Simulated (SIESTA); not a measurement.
Write the native input for SIESTA 5.4.2 that does the following.

```yaml
Task: band structure
Functional: PBE
Potentials_or_basis: PseudoDojo 0.4 standard (PBE files, fully relativistic)
Basis: DZP (energy shift 0.003 Ry; two zetas on semicore shells)
Grid_cutoff: 800 Ry
Energy_shift: 0.003 Ry
k_mesh: 9 × 9 × 1
Occupations: fermi-dirac, width 0.05 eV
Spin: non-collinear spin, zero start, spin-orbit coupling
Starting_moments: "[[0.0, 0.0, 0.0], [0.0, 0.0, 0.0], [0.0, 0.0, 0.0], [0.0, 0.0, 0.0], [0.0, 0.0, 0.0], [0.0, 0.0, 0.0]] μB"
dipole_correction: yes
```

Slab: Ag, a slab with vacuum.

```
Ag
1.0
     2.88938    0.00000    0.00000
     0.00000    2.88938    0.00000
     0.00000    0.00000   25.21550
Ag
6
Direct
  0.50000 0.50000 0.29744
  0.00000 0.00000 0.37846
  0.50000 0.50000 0.45949
  0.00000 0.00000 0.54051
  0.50000 0.50000 0.62154
  0.00000 0.00000 0.70256
```

These files were run (other wordings do the same):

Ag.fdf

```
SystemName                      Ag
SystemLabel                     Ag
NumberOfSpecies                 1
NumberOfAtoms                   6
%block ChemicalSpeciesLabel
  1  47 Ag
%endblock ChemicalSpeciesLabel
%include structure.fdf

%block kgrid.MonkhorstPack
    9   0   0  0.0
    0   9   0  0.0
    0   0   1  0.0
%endblock kgrid.MonkhorstPack
XC.Functional                   GGA
XC.Authors                      PBE
PAO.BasisSize                   DZP
PAO.EnergyShift                 0.003 Ry
Mesh.Cutoff                     800 Ry
Spin                            spin-orbit
%block DM.InitSpin
    1   0.000     0.00     0.00
    2   0.000     0.00     0.00
    3   0.000     0.00     0.00
    4   0.000     0.00     0.00
    5   0.000     0.00     0.00
    6   0.000     0.00     0.00
%endblock DM.InitSpin
WriteOrbMom                     true
OccupationFunction              FD
ElectronicTemperature           0.05 eV
Slab.DipoleCorrection           vacuum
MaxSCFIterations                120
SCF.MustConverge                false
SCF.Mixer.Method                Pulay
SCF.Mixer.Weight                0.25
SCF.Mixer.History               8
SCF.DM.Tolerance                5.0e-05
SCF.H.Tolerance                 1.0e-03 eV
WriteForces                     true
Charge.Mulliken                 end
BandLinesScale                  ReciprocalLatticeVectors
%block BandLines
    1    0.000000   0.000000   0.000000  \Gamma
   11    0.000000   0.500000   0.000000  X
   11    0.500000   0.500000   0.000000  M
   16    0.000000   0.000000   0.000000  \Gamma
    2    0.000000   0.000000   0.500000  Z
   11    0.000000   0.500000   0.500000  R
   11    0.500000   0.500000   0.500000  A
   16    0.000000   0.000000   0.500000  Z
    1    0.000000   0.500000   0.000000  X
    2    0.000000   0.500000   0.500000  R
    1    0.500000   0.500000   0.000000  M
    2    0.500000   0.500000   0.500000  A
%endblock BandLines
%block PAO.Basis
  Ag 5
  n=4 0 2
    2.721 0.000
  n=5 0 2
    7.985 0.000
  n=4 1 2
    3.101 0.000
  n=5 1 1
    7.985
  n=4 2 2
    5.129 0.000
%endblock PAO.Basis
```

structure.fdf

```
LatticeConstant                 1.0 Ang
%block LatticeVectors
     2.8893797293     0.0000000000     0.0000000000
     0.0000000000     2.8893797293     0.0000000000
     0.0000000000     0.0000000000    25.2155000000
%endblock LatticeVectors
AtomicCoordinatesFormat         Fractional
%block AtomicCoordinatesAndAtomicSpecies
     0.5000000000     0.5000000000     0.2974361008  1  Ag
     0.0000000000     0.0000000000     0.3784616605  1  Ag
     0.5000000000     0.5000000000     0.4594872202  1  Ag
     0.0000000000     0.0000000000     0.5405127798  1  Ag
     0.5000000000     0.5000000000     0.6215383395  1  Ag
     0.0000000000     0.0000000000     0.7025638992  1  Ag
%endblock AtomicCoordinatesAndAtomicSpecies
```

Potentials or basis: PseudoDojo 0.4 standard (PBE files, fully relativistic), DZP (energy shift 0.003 Ry; two zetas on semicore shells).

Run with:

```bash
$ siesta < Ag.fdf > Ag.out 2>&1
```

Results of the run:

```
Largest force          : 0.170 eV/Å
Band gap on the k mesh : none (metal or under the smearing width)
Net moment             : 0.00 μB per cell
```

Caveat: the basis of atomic orbitals isn't converged, which shifts pressures, moduli and gaps.

It took 5.2 min on 1 thread of Arm Neoverse V2, on a shared host, peak memory 0.78 GiB.
